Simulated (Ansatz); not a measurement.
# CHGeP (triplet): the correlation ladder, cc-pVDZ

Aim: climb from Hartree-Fock through coupled cluster for CHGeP (triplet) at one geometry and basis, and see what each rung misses.

The runs use Ansatz 0.2.0, Gaussian basis; cc-pVDZ, core rule «outside noble gas», up to 20 orbitals frozen.

The runs, in order: UHF; CCSD(T) on ROHF; CCSD(T) on UHF; BCCD(T) on ROHF; CISD as a restricted active space (open shells left free, so some higher excitations enter); CCSDT(Q) on ROHF; CCSDT(Q) on UHF.

4 further runs of the same task are left out: 4 set aside as unsound or not needed. Runs told in other sessions of the task aren't counted.

### 1 The geometry

The geometry is a PBE0/def2-TZVP stationary point (not a proven minimum) of the parent state, kept for this charge and spin. No spin-orbit coupling is included. The filled d shell of Ge may be among the frozen orbitals whatever the setting's name suggests.

4 atoms, charge 0, spin multiplicity 3.

Atoms are counted from 1 here; the program's logs count them from 0.

Bond lengths: Ge1–C2 1.781 Å, C2–P3 1.638 Å, P3–H4 1.442 Å. Angles: Ge1–C2–P3 169.9°, C2–P3–H4 100.5°.

### 2 UHF

Contents of in.yaml:

```yaml
crystal:
  periodic: [false, false, false]
  atoms:
    - {symbol: Ge, position_ang: [0.000025, -0.311263, 2.256076]}
    - {symbol: C, position_ang: [-0.000208, -0.218751, 0.477203]}
    - {symbol: P, position_ang: [0.000039, -0.421831, -1.147945]}
    - {symbol: H, position_ang: [0.000144, 0.951846, -1.585334]}
basis:
  gaussian: {orbitals: cc-pVDZ}
magnetization: {spin_polarized: true, initial_magnetization: 2}
hamiltonian: {xc: hf}
output: {orbitals: {seedname: orbitals}}
```

Run with:

```bash
$ ansatz run in.yaml --threads 1 --pin off --events-out ev --progress --plain --max-ram 4096MiB --backend cpu
```

After this run come: CCSD(T) on ROHF; CCSD(T) on UHF; BCCD(T) on ROHF; CISD as a restricted active space (open shells left free, so some higher excitations enter); CCSDT(Q) on ROHF; CCSDT(Q) on UHF.

Before running them: what should the planned runs give, taken together? Wanted: RCCSDT(Q) from the RHF energy; RMP2 from RCCSDT(Q); UMP2 from RCCSDT(Q); RCCSD from RCCSDT(Q); RCCSD(T) from RCCSDT(Q); UCCSD(T) from RCCSDT(Q); UCCSDT(Q) from RCCSDT(Q); T1 diagnostic.

The runs gave:

| quantity | value |
| --- | --- |
| RCCSDT(Q) from the ROHF energy | -9.5768 eV |
| RMP2 from RCCSDT(Q) | +1550.6 meV |
| UMP2 from RCCSDT(Q) | +1791.5 meV |
| RCCSD from RCCSDT(Q) | +538.0 meV |
| RCCSD(T) from RCCSDT(Q) | +92.8 meV |
| UCCSD(T) from RCCSDT(Q) | +98.5 meV |
| UCCSDT(Q) from RCCSDT(Q) | -7.3 meV |
| levels within 1 kcal/mol (43 meV) | RCCSDT, UCCSDT, UCCSDT(Q) |
| T1 diagnostic | 0.045 |

**Reading.** RCCSD(T) lands +92.8 meV from the yardstick (1.0 % of the correlation energy). These misses are within one basis, not against nature; the frozen cores of restricted and unrestricted runs differ, which can shift their rows.
